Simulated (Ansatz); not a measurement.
# ClFH4O3W: molecular dynamics

Purpose: to follow the molecule's vibrations and see whether its bonds hold. The start is relaxed first. Runs: 500 steps of 0.5 fs under a Langevin thermostat, set from 2000 K to 10 K by a schedule.

All numbers below are computed with Ansatz 0.2.0 (RKS PBE/def2-SVP).

### 1 The starting structure

Bond lengths: W1–F2 1.850 Å, W1–O3 1.940 Å, O3–H4 1.010 Å, W1–H5 1.720 Å, W1–O6 1.940 Å, O6–H7 1.010 Å, W1–O8 1.940 Å, O8–H9 1.010 Å, W1–Cl10 2.390 Å. Angles (14 of 18 angles, heavy atoms first): F2–W1–O3 90.0°, F2–W1–O6 90.0°, F2–W1–O8 90.0°, F2–W1–Cl10 180.0°, O3–W1–O6 180.0°, O3–W1–O8 90.0°, O3–W1–Cl10 90.0°, O6–W1–O8 90.0°, O6–W1–Cl10 90.0°, O8–W1–Cl10 90.0°, F2–W1–H5 90.0°, O3–W1–H5 90.0°, H5–W1–O6 90.0°, H5–W1–O8 180.0°.

Structure file:

```xyz
10

W     0.0000    0.0000    0.0000
F     0.0000    0.0000    1.8500
O     1.9400    0.0000    0.0000
H     2.2771   -0.9519   -0.0197
H     0.0000    1.7200    0.0000
O    -1.9400    0.0000    0.0000
H    -2.2771   -0.1263    0.9437
O     0.0000   -1.9400    0.0000
H     0.3816   -2.2771    0.8723
Cl    0.0000    0.0000   -2.3900
```

### 2 Relaxing the start

Input file input.yaml:

```yaml
crystal:
  periodic: [false, false, false]
  atoms:
    - { symbol: W, position_ang: [0.0, 0.0, 0.0] }
    - { symbol: F, position_ang: [0.0, 0.0, 1.85] }
    - { symbol: O, position_ang: [1.94, 0.0, 0.0] }
    - { symbol: H, position_ang: [2.2771, -0.9519, -0.0197] }
    - { symbol: H, position_ang: [0.0, 1.72, 0.0] }
    - { symbol: O, position_ang: [-1.94, 0.0, 0.0] }
    - { symbol: H, position_ang: [-2.2771, -0.1263, 0.9437] }
    - { symbol: O, position_ang: [0.0, -1.94, 0.0] }
    - { symbol: H, position_ang: [0.3816, -2.2771, 0.8723] }
    - { symbol: Cl, position_ang: [0.0, 0.0, -2.39] }
basis:
  gaussian: { orbitals: def2-SVP }
hamiltonian:
  xc: pbe
relax:
  f_tol: 0.02
  max_steps: 40
```

Run with:

```
$ ansatz run input.yaml --threads 4 --pin off --max-ram 5120MiB --backend cpu --events-out ev --progress --plain --runs-dir out
```

The log of the run (excerpt; [...] marks lines left out):

```text
Warning: RAYON_NUM_THREADS=4 ignored (pool sized by the plan → 4); use --threads N
[...]
Functional definition: PBE
[...]
1311 factors; their error is unknown
[...]
mean field -23251.34570227 eV, -854.4711942304 hartree, gradient 4.9e-5 eV, S^2 0.000000; 0 other end points of the search recorded, 0 dependent functions left out
[...]
reference -23251.34577406 eV, -854.4711968687 hartree; 34, 34 occupied and 92, 92 virtual orbitals, 1311 factors
relax step   1: F+E_penalty+E_count = -23251.34570227 eV  Δ(F+E_penalty+E_count) = +0.000e0 eV  max|allowed force component| = 4.389e0 eV/Å  Δτ_max = 0.0000 Å  (33 SCF iters, accepted)
[...]
relax step   5: F+E_penalty+E_count = -23252.51431394 eV  Δ(F+E_penalty+E_count) = -3.086e-2 eV  max|allowed force component| = 2.345e-1 eV/Å  Δτ_max = 0.0874 Å  (41 SCF iters, accepted)
[...]
relax step   9: F+E_penalty+E_count = -23252.60436868 eV  Δ(F+E_penalty+E_count) = -1.964e-2 eV  max|allowed force component| = 4.823e-1 eV/Å  Δτ_max = 0.1081 Å  (40 SCF iters, accepted)
[...]
relax step  13: F+E_penalty+E_count = -23252.64431000 eV  Δ(F+E_penalty+E_count) = -1.544e-3 eV  max|allowed force component| = 1.180e-1 eV/Å  Δτ_max = 0.0414 Å  (33 SCF iters, accepted)
[...]
relax step  15: F+E_penalty+E_count = -23252.64694196 eV  Δ(F+E_penalty+E_count) = -1.212e-3 eV  max|allowed force component| = 6.230e-2 eV/Å  Δτ_max = 0.0184 Å  (35 SCF iters, accepted)
[...]
relax step  16: F+E_penalty+E_count = -23252.64759402 eV  Δ(F+E_penalty+E_count) = -6.521e-4 eV  max|allowed force component| = 2.605e-2 eV/Å  Δτ_max = 0.0114 Å  (34 SCF iters, accepted)
[...]
1311 factors; their error is unknown
mean field -23252.64342828 eV, -854.5188847813 hartree, gradient 1.3e-5 eV, S^2 0.000000; 0 other end points of the search recorded, 0 dependent functions left out
[...]
```

### 3 The log goes on: start relaxed

Output, continued (excerpt; [...] marks lines left out):

```text
reference -23252.64350019 eV, -854.5188874242 hartree; 34, 34 occupied and 92, 92 virtual orbitals, 1311 factors
relax step  17: F+E_penalty+E_count = -23252.64342828 eV  Δ(F+E_penalty+E_count) = +4.166e-3 eV  max|allowed force component| = 7.010e-1 eV/Å  Δτ_max = 0.1163 Å  (39 SCF iters, rejected (line search))
[...]
relax step  20: F+E_penalty+E_count = -23252.65324896 eV  Δ(F+E_penalty+E_count) = -3.141e-3 eV  max|allowed force component| = 9.286e-2 eV/Å  Δτ_max = 0.0492 Å  (33 SCF iters, accepted)
[...]
relax step  23: F+E_penalty+E_count = -23252.65654875 eV  Δ(F+E_penalty+E_count) = -1.571e-3 eV  max|allowed force component| = 1.316e-1 eV/Å  Δτ_max = 0.0305 Å  (33 SCF iters, accepted)
[...]
relax step  26: F+E_penalty+E_count = -23252.65923753 eV  Δ(F+E_penalty+E_count) = -3.963e-4 eV  max|allowed force component| = 5.633e-2 eV/Å  Δτ_max = 0.0192 Å  (33 SCF iters, accepted)
[...]
Atom 0 at    -0.021821    -0.277643     0.004565 Å, force     0.005015     0.009072     0.001852 eV/Å
Atom 1 at    -0.677937    -0.579367     1.803825 Å, force    -0.004704    -0.008759     0.005324 eV/Å
Atom 2 at     1.786397     0.298653    -0.216890 Å, force     0.000620     0.004445    -0.002709 eV/Å
Atom 3 at     2.325465    -0.314429    -0.765228 Å, force    -0.003931    -0.001766     0.001529 eV/Å
Atom 4 at     0.191329     1.183337     0.852685 Å, force     0.004106    -0.001159    -0.007234 eV/Å
Atom 5 at    -1.754187     0.501704    -0.208044 Å, force    -0.001899    -0.000887    -0.000492 eV/Å
Atom 6 at    -2.268052     0.641583     0.613098 Å, force     0.000099     0.001279    -0.000355 eV/Å
Atom 7 at     0.452160    -2.105655     0.285644 Å, force     0.001283    -0.004737     0.005810 eV/Å
Atom 8 at     0.486037    -2.441963     1.204540 Å, force    -0.001078     0.001443    -0.003509 eV/Å
Atom 9 at    -0.137792    -0.481521    -2.317895 Å, force     0.000490     0.001069    -0.000217 eV/Å
Dipole moment:     0.140053    -0.230017     0.293555 e Å
```

Run time: 59 s. Hardware: 4 threads of Arm Neoverse V1, shared host; peak memory 0.19 GiB.

Step by step:

| step | energy from step 1 (eV) | largest force component (eV/Å) |
| --- | --- | --- |
| 1 | 0.0000 | 4.3894 |
| 2 | -0.7788 | 1.2466 |
| 3 | -1.0195 | 1.2502 |
| 4 | -1.1378 | 0.8493 |
| 5 | -1.1686 | 0.2345 |
| 6 | -1.1836 | 0.1362 |
| 7 | -1.2079 | 0.3906 |
| 8 | -1.2390 | 0.6142 |
| 9 | -1.2587 | 0.4823 |
| 10 | -1.2817 | 0.4074 |
| 11x | -1.2346 | 0.9390 |
| 12 | -1.2971 | 0.1094 |
| 13 | -1.2986 | 0.1180 |
| 14 | -1.3000 | 0.2182 |
| 15 | -1.3012 | 0.0623 |
| 16 | -1.3019 | 0.0260 |
| 17x | -1.2977 | 0.7010 |
| 18 | -1.3044 | 0.0758 |
| 19x | -1.3018 | 0.6691 |
| 20 | -1.3075 | 0.0929 |
| 21 | -1.3093 | 0.2021 |
| 22x | -1.3082 | 0.4304 |
| 23 | -1.3108 | 0.1316 |
| 24 | -1.3124 | 0.0646 |
| 25 | -1.3131 | 0.1017 |
| 26 | -1.3135 | 0.0563 |
| 27 | -1.3138 | 0.0271 |
| 28 | -1.3139 | 0.0218 |
| 29 | -1.3139 | 0.0091 |

Step 1 is the start. 4 steps were tried and not accepted (11, 17, 19, 22; marked x where the table lists them).

After: Bond lengths: W1–F2 1.939 Å, W1–O3 1.911 Å, O3–H4 0.983 Å, W1–H5 1.703 Å, W1–O6 1.911 Å, O6–H7 0.979 Å, W1–O8 1.909 Å, O8–H9 0.979 Å, W1–Cl10 2.334 Å. Angles (14 of 18 angles, heavy atoms first): F2–W1–O3 118.3°, F2–W1–O6 82.0°, F2–W1–O8 78.4°, F2–W1–Cl10 153.2°, O3–W1–O6 136.2°, O3–W1–O8 94.1°, O3–W1–Cl10 87.6°, O6–W1–O8 129.2°, O6–W1–Cl10 83.1°, O8–W1–Cl10 94.3°, F2–W1–H5 73.4°, O3–W1–H5 71.4°, H5–W1–O6 79.6°, H5–W1–O8 135.8°.

### 4 Dynamics

500 steps of 0.5 fs under a Langevin thermostat, set from 2000 K to 10 K by a schedule, from the relaxed start.

Input file input.yaml:

```yaml
crystal:
  periodic: [false, false, false]
  atoms:
    - { symbol: W, position_ang: [-0.021821, -0.277643, 0.004565] }
    - { symbol: F, position_ang: [-0.677937, -0.579367, 1.803825] }
    - { symbol: O, position_ang: [1.786397, 0.298653, -0.21689] }
    - { symbol: H, position_ang: [2.325465, -0.314429, -0.765228] }
    - { symbol: H, position_ang: [0.191329, 1.183337, 0.852685] }
    - { symbol: O, position_ang: [-1.754187, 0.501704, -0.208044] }
    - { symbol: H, position_ang: [-2.268052, 0.641583, 0.613098] }
    - { symbol: O, position_ang: [0.45216, -2.105655, 0.285644] }
    - { symbol: H, position_ang: [0.486037, -2.441963, 1.20454] }
    - { symbol: Cl, position_ang: [-0.137792, -0.481521, -2.317895] }
basis:
  gaussian: { orbitals: def2-SVP }
hamiltonian:
  xc: pbe
md:
  timestep: 0.5
  n_steps: 500
  ensemble: nvt_langevin
  temperature: 2000.0
  initial_velocities: maxwell_boltzmann
  seed: 677044
  friction: 0.02
  temperature_schedule:
    - { n_steps: 125, end_temperature: 2000.0 }
    - { n_steps: 375, end_temperature: 10.0 }
```

Run with:

```
$ ansatz run input.yaml --threads 4 --pin off --max-ram 5120MiB --backend cpu --events-out ev --progress --plain --runs-dir out
```

The log of the run (excerpt; [...] marks lines left out):

```text
Warning: RAYON_NUM_THREADS=4 ignored (pool sized by the plan → 4); use --threads N
[...]
[... 1 set-up line as earlier in the session ...]
[...]
1311 factors; their error is unknown
[...]
mean field -23252.65965500 eV, -854.5194811025 hartree, gradient 1.9e-5 eV, S^2 0.000000; 0 other end points of the search recorded, 0 dependent functions left out
[...]
reference -23252.65972698 eV, -854.5194837478 hartree; 34, 34 occupied and 92, 92 virtual orbitals, 1311 factors
md step     0: t =     0.00 fs  T =  1800.0 K (target 2000.0 K)  F+E_penalty+E_count = -23252.65965500 eV  E_kin = 2.326680 eV  (33 SCF iters)
[...]
md step    22: t =    11.00 fs  T =  2123.7 K (target 2000.0 K)  F+E_penalty+E_count = -23251.29731158 eV  E_kin = 2.745032 eV  (35 SCF iters)
[...]
md step    44: t =    22.00 fs  T =  1420.9 K (target 2000.0 K)  F+E_penalty+E_count = -23250.88381671 eV  E_kin = 1.836708 eV  (36 SCF iters)
[...]
md step    66: t =    33.00 fs  T =  1432.6 K (target 2000.0 K)  F+E_penalty+E_count = -23250.52323163 eV  E_kin = 1.851717 eV  (35 SCF iters)
[...]
md step    86: t =    43.00 fs  T =   832.4 K (target 2000.0 K)  F+E_penalty+E_count = -23249.93599935 eV  E_kin = 1.075980 eV  (37 SCF iters)
md step    87: t =    43.50 fs  T =   933.3 K (target 2000.0 K)  F+E_penalty+E_count = -23249.91248869 eV  E_kin = 1.206319 eV  (37 SCF iters)
```

### 5 The log goes on: dynamics from the start

Output, continued (excerpt; [...] marks lines left out):

```text
md step    88: t =    44.00 fs  T =   958.3 K (target 2000.0 K)  F+E_penalty+E_count = -23249.88961961 eV  E_kin = 1.238729 eV  (35 SCF iters)
[...]
md step   116: t =    58.00 fs  T =  2979.7 K (target 2000.0 K)  F+E_penalty+E_count = -23250.79700372 eV  E_kin = 3.851609 eV  (36 SCF iters)
[...]
md step   144: t =    72.00 fs  T =  2419.9 K (target 1901.8 K)  F+E_penalty+E_count = -23251.04553679 eV  E_kin = 3.127946 eV  (73 SCF iters)
[...]
md step   172: t =    86.00 fs  T =  2483.1 K (target 1753.2 K)  F+E_penalty+E_count = -23250.39841257 eV  E_kin = 3.209669 eV  (35 SCF iters)
[...]
md step   200: t =   100.00 fs  T =  2439.7 K (target 1604.7 K)  F+E_penalty+E_count = -23250.37933963 eV  E_kin = 3.153552 eV  (35 SCF iters)
md step   201: t =   100.50 fs  T =  2460.8 K (target 1599.3 K)  F+E_penalty+E_count = -23250.35811869 eV  E_kin = 3.180870 eV  (35 SCF iters)
```

### 6 The log goes on: dynamics from the start

The log, continued (excerpt; [...] marks lines left out):

```text
md step   202: t =   101.00 fs  T =  2327.3 K (target 1594.0 K)  F+E_penalty+E_count = -23250.31469981 eV  E_kin = 3.008303 eV  (35 SCF iters)
[...]
md step   224: t =   112.00 fs  T =  2402.9 K (target 1477.3 K)  F+E_penalty+E_count = -23250.52187454 eV  E_kin = 3.106000 eV  (35 SCF iters)
[...]
md step   246: t =   123.00 fs  T =  2898.7 K (target 1360.5 K)  F+E_penalty+E_count = -23251.69449999 eV  E_kin = 3.746798 eV  (34 SCF iters)
[...]
md step   268: t =   134.00 fs  T =  2308.0 K (target 1243.8 K)  F+E_penalty+E_count = -23251.36722438 eV  E_kin = 2.983310 eV  (35 SCF iters)
[...]
md step   498: t =   249.00 fs  T =   496.7 K (target 23.3 K)  F+E_penalty+E_count = -23252.36954427 eV  E_kin = 0.642052 eV  (35 SCF iters)
md step   499: t =   249.50 fs  T =   500.4 K (target 18.0 K)  F+E_penalty+E_count = -23252.40021538 eV  E_kin = 0.646792 eV  (36 SCF iters)
[...]
Atom 0 at     0.067505    -0.384466     0.270637 Å, force     1.235089    -0.158705     0.713487 eV/Å
Atom 1 at    -1.550077     0.239817     1.065247 Å, force     0.054303    -0.032887     0.183891 eV/Å
Atom 2 at     1.830417    -1.126300     0.246949 Å, force    -1.768662    -0.015267    -0.193886 eV/Å
Atom 3 at     2.728093    -0.882530     0.028743 Å, force     0.812008     0.327565    -0.188387 eV/Å
Atom 4 at     0.674061     0.132506     1.778305 Å, force    -0.107831     0.540303     0.145232 eV/Å
Atom 5 at     0.039800     0.850419    -0.911409 Å, force     0.302186     0.197703    -0.372191 eV/Å
Atom 6 at    -1.079787    -2.459247    -3.111617 Å, force     0.371257     0.194327    -0.265991 eV/Å
Atom 7 at    -0.826349    -2.045850     0.243612 Å, force    -0.709001    -0.725563    -0.252868 eV/Å
Atom 8 at    -1.782000    -2.024222     0.467462 Å, force     0.167775    -0.136610    -0.121948 eV/Å
Atom 9 at    -0.144429    -1.916921    -3.858359 Å, force    -0.357125    -0.190866     0.352662 eV/Å
Dipole moment:     0.118926    -0.447447     0.071492 e Å
```

Run time: 15 min. Hardware: 4 threads of Arm Neoverse V1, shared host; peak memory 0.19 GiB.

### 7 The trajectory

The trajectory, every 20 steps (energies from step 0):

| time (fs) | T (K) | potential energy change (meV/atom) |
| --- | --- | --- |
| 0.0 | 1800 | 0.0 |
| 10.0 | 1984 | 134.3 |
| 20.0 | 1850 | 169.8 |
| 30.0 | 1891 | 187.0 |
| 40.0 | 930 | 251.2 |
| 50.0 | 1760 | 235.4 |
| 60.0 | 2908 | 175.0 |
| 70.0 | 2444 | 187.7 |
| 80.0 | 2505 | 190.2 |
| 90.0 | 3621 | 196.2 |
| 100.0 | 2440 | 228.0 |
| 110.0 | 2276 | 230.1 |
| 120.0 | 2479 | 117.5 |
| 130.0 | 2220 | 95.5 |
| 140.0 | 1737 | 149.6 |
| 150.0 | 1866 | 100.4 |
| 160.0 | 1177 | 158.6 |
| 170.0 | 1495 | 119.5 |
| 180.0 | 1587 | 112.2 |
| 190.0 | 1193 | 127.7 |
| 200.0 | 1336 | 58.5 |
| 210.0 | 662 | 92.9 |
| 220.0 | 666 | 75.8 |
| 230.0 | 700 | 42.6 |
| 240.0 | 372 | 60.7 |
| 250.0 | 506 | 24.1 |

time (fs), T (K) and a bar:
```
      0.0       1800 #################
     11.0       2124 ####################
     21.5       1523 #############
     32.5       1505 #############
     43.5        933 #######
     54.5       2958 ##############################
     65.0       2367 #######################
     76.0       2399 ########################
     87.0       2713 ###########################
     98.0       2681 ###########################
    108.5       2456 ########################
    119.5       2507 #########################
    130.5       2189 #####################
    141.5       1745 ################
    152.0       1747 ################
    163.0        998 #######
    174.0       1690 ###############
    185.0       1423 ############
    195.5       1322 ###########
    206.5        978 #######
    217.5        664 ###
    228.5        722 ####
    239.0        367 
    250.0        506 ##
```

Bonds that form or break, judged by distance (formed within 1.15 times the sum of covalent radii and held on average over 12 fs, broken when stretched by half; pairs already stretched at the start don't count as bonds):

| time (fs) | bond | event |
| --- | --- | --- |
| 88.5 | O6–H7 | breaks |
| 89.0 | H7–Cl10 | forms |
| 177.0 | W1–Cl10 | breaks |

### 8 Positions and forces

Positions (Å) and forces (eV/Å):

```xyz
10
time_fs=31.0 T=1751 dE=1.9106
W     0.083   -0.147    0.046   -6.250   -5.012    2.063
F    -0.821   -0.866    1.726    0.858    1.698   -0.550
O     1.733    0.086   -0.576    3.428    0.456   -2.123
H     2.096   -0.149   -1.518   -0.739    0.521    1.738
H     0.265    1.277    1.111    0.082   -0.499   -0.478
O    -1.808    0.362   -0.240    2.173    0.601   -0.741
H    -2.267    0.874    0.468    0.196   -0.573    0.009
O     0.427   -2.088    0.202    1.167    1.318   -0.945
H    -0.096   -2.767    0.669   -0.357    0.597    0.405
Cl    0.035   -0.886   -2.444   -0.557    0.893    0.625
10
time_fs=62.5 T=2570 dE=1.8373
W     0.163   -0.142    0.081   -0.063    4.769   -5.222
F    -0.757   -0.418    1.802    0.272   -0.117   -0.627
O     2.072    0.260   -0.468   -2.561   -0.894    1.171
H     2.596    1.052   -0.698   -0.364    0.073    0.091
H     0.567    1.104    1.170    0.092    0.321   -0.067
O    -1.487    0.682   -0.605    1.497   -0.299    1.272
H    -2.319    0.994   -0.168    0.611   -0.347    0.058
O     0.275   -1.905    0.203    0.409   -3.526    1.833
H     0.059   -2.049    1.162    0.003   -0.845    0.048
Cl    0.090   -0.955   -2.521    0.104    0.864    1.446
10
time_fs=94.0 T=3190 dE=1.8594
W     0.140   -0.103    0.076   -2.783    3.159    2.714
F    -0.951    0.214    1.621    0.313   -1.199   -0.208
O     2.084   -0.052   -0.035   -0.084   -0.854   -0.199
H     2.522   -0.183    0.854   -0.391    0.490   -0.841
H     0.572    1.454    0.880    0.127   -1.107   -0.487
O    -1.028    0.908   -0.836    2.106   -1.405    0.687
H    -0.530   -0.019   -3.033    0.281   -0.333    0.611
O    -0.031   -2.064    0.634    0.608    1.059   -0.537
H     0.699   -2.740    0.658   -0.590    0.822   -0.073
Cl    0.133   -0.969   -2.379    0.413   -0.631   -1.668
10
time_fs=125.0 T=2664 dE=1.0996
W     0.018   -0.074    0.160    0.029    1.531   -4.918
F    -1.125    0.403    1.491   -1.558    0.620    1.640
O     1.859   -0.641   -0.192   -1.380   -0.436   -0.034
H     2.425    0.110   -0.243    1.500    1.355   -0.115
H     0.870    0.926    1.055    1.444    1.430    1.354
O    -0.581    1.020   -1.115    0.891   -1.529    1.922
H     1.568   -1.693   -2.739   -2.047    0.757    0.054
O    -0.223   -1.839    0.565   -3.004   -4.800   -0.328
H    -0.928   -2.567    0.246    2.124    2.209    0.876
Cl    0.271   -1.183   -2.766    2.001   -1.138   -0.452
10
time_fs=156.0 T=1669 dE=1.3371
W    -0.011   -0.089    0.196    1.218   -0.966   -1.710
F    -1.559    0.335    1.429    2.207   -0.770   -1.728
O     1.771   -0.739   -0.598   -1.563    1.095   -0.253
H     2.200   -0.548   -1.532   -1.353   -0.065    2.335
H     0.877    0.983    1.128    0.384    0.019    0.870
O    -0.205    1.101   -1.033   -0.739   -1.048    0.753
H    -0.394   -1.986   -2.229    0.433    0.095   -0.214
O    -0.401   -2.108    0.206    0.362    2.131   -0.410
H    -1.048   -2.550    0.769   -0.485   -0.142    0.419
Cl    0.368   -1.429   -3.154   -0.464   -0.348   -0.061
10
time_fs=187.5 T=1500 dE=1.1666
W     0.059   -0.191    0.258   -1.642    2.966    1.887
F    -1.638    0.137    1.255    1.425    0.121   -0.676
O     1.651   -0.860   -0.379    1.411   -0.697    0.027
H     1.837   -0.534   -1.267    0.582    0.195   -0.638
H     0.793   -0.121    1.928   -0.037    0.845   -0.834
O    -0.102    0.966   -1.028   -0.170    0.136    0.842
H    -1.074   -2.130   -3.577    0.076    0.056    0.067
O    -0.598   -1.850    0.172   -0.346   -3.232   -1.287
H    -1.319   -2.208    0.675   -1.270   -0.340    0.700
Cl    0.144   -1.678   -3.605   -0.028   -0.050   -0.087
10
time_fs=219.0 T=687 dE=0.7397
W     0.078   -0.306    0.276   -0.473   -0.873   -1.185
F    -1.593    0.149    1.108    0.177    0.253    0.192
O     1.819   -1.031   -0.135   -0.197    0.901    0.313
H     2.657   -0.744   -0.606   -1.178   -0.362    0.563
H     0.506    0.936    1.417    0.400   -0.700    0.317
O    -0.042    0.941   -0.891   -0.173   -0.823   -0.040
H    -1.109   -2.453   -3.565   -0.761   -0.448    0.270
O    -0.959   -2.088    0.292    0.687    1.825   -0.166
H    -1.908   -1.890    0.515    0.740   -0.239   -0.062
Cl   -0.042   -1.836   -3.865    0.777    0.466   -0.203
10
time_fs=250.0 T=506 dE=0.2411
W     0.068   -0.385    0.271    1.235   -0.159    0.714
F    -1.550    0.240    1.065    0.054   -0.033    0.184
O     1.830   -1.126    0.247   -1.769   -0.015   -0.194
H     2.728   -0.882    0.029    0.812    0.328   -0.188
H     0.674    0.133    1.778   -0.108    0.540    0.145
O     0.040    0.850   -0.911    0.302    0.198   -0.372
H    -1.080   -2.459   -3.112    0.371    0.194   -0.266
O    -0.826   -2.046    0.244   -0.709   -0.726   -0.253
H    -1.782   -2.024    0.468    0.168   -0.137   -0.122
Cl   -0.144   -1.917   -3.858   -0.357   -0.191    0.353
```

### 9 Outcome

| quantity | value |
| --- | --- |
| relaxation of the start | 24 moves, 1.314 eV lower |
| length | 500 steps of 0.5 fs |
| temperature, first and last step | 1800 and 506 K |
| temperature, second half | mean 1255 K, from 282 to 2664 K |
| potential energy, second half | +98 meV/atom from the start |
| bonds formed or broken | 3 |
| pieces by a distance rule, start and end | ClFH4O3W → FH3O3W + ClH |

**Reading.** Under a schedule from 2000 to 10 K over 250 fs, the atoms average 509 K over the last tenth of the run. Such a rate, of order 10^16 K/s, is far beyond any furnace or quench, and the atoms lag the set-point. The bonding pattern changes, first at 88.5 fs: O6–H7 breaks. By that distance rule the pieces at the end are FH3O3W + ClH; a long dative bond can count as broken. Averages from a run of 250 fs with 10 atoms are rough. The nuclei move classically, without zero-point motion, which matters most for hydrogen.
